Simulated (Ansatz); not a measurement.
# HfC (quintet): wave-function methods side by side, def2-QZVPP

An exercise on one series of results from a longer session: the logs are not shown, and one member is left open.

Computed with Ansatz 0.2.0, Gaussian basis. Level: def2-QZVPP, core rule «outside noble gas», up to 5 orbitals frozen.

The runs, in order: UHF; ROHF; CCSD(T) on UHF.

## The system

The geometry is a PBE0/def2-TZVP stationary point (not a proven minimum). No spin-orbit coupling is included. Elements past krypton take def2 core potentials.

2 atoms, charge 0, spin multiplicity 5.

Atoms are counted from 1 here; the program's logs count them from 0.

Bond lengths: Hf1–C2 2.091 Å.

The first run:

File in.yaml:

```yaml
crystal:
  periodic: [false, false, false]
  atoms:
    - {symbol: Hf, position_ang: [0.000000, 0.000000, 0.000000]}
    - {symbol: C, position_ang: [0.000000, 0.000000, 2.090600]}
basis:
  gaussian: {orbitals: "def2-QZVPP.json"}
magnetization: {spin_polarized: true, initial_magnetization: 4}
hamiltonian: {xc: hf}
output: {orbitals: {seedname: orbitals}}
```

Run with:

```bash
$ ansatz run in.yaml --threads 1 --pin off --events-out ev --progress --plain --max-ram 3968MiB --backend cpu
```

Among the steps run: UHF; ROHF; CCSD(T) on UHF.

One of the session's tables, all rows but one given; the rest of the session is left out.

| method | from UCCSD(T) (kJ/mol) |
| --- | --- |
| ROHF | +528.0 |
| UHF | ? |
| UMP2 | +113.6 |
| UCCSD | +28.2 |
| UCCSD(T) | 0 |

**Question.** Estimate the row for UHF.

As computed: from UCCSD(T) (kJ/mol): +482.1. In the column «from UCCSD(T) (kJ/mol)» it lies between UMP2 (+113.6) and ROHF (+528.0).
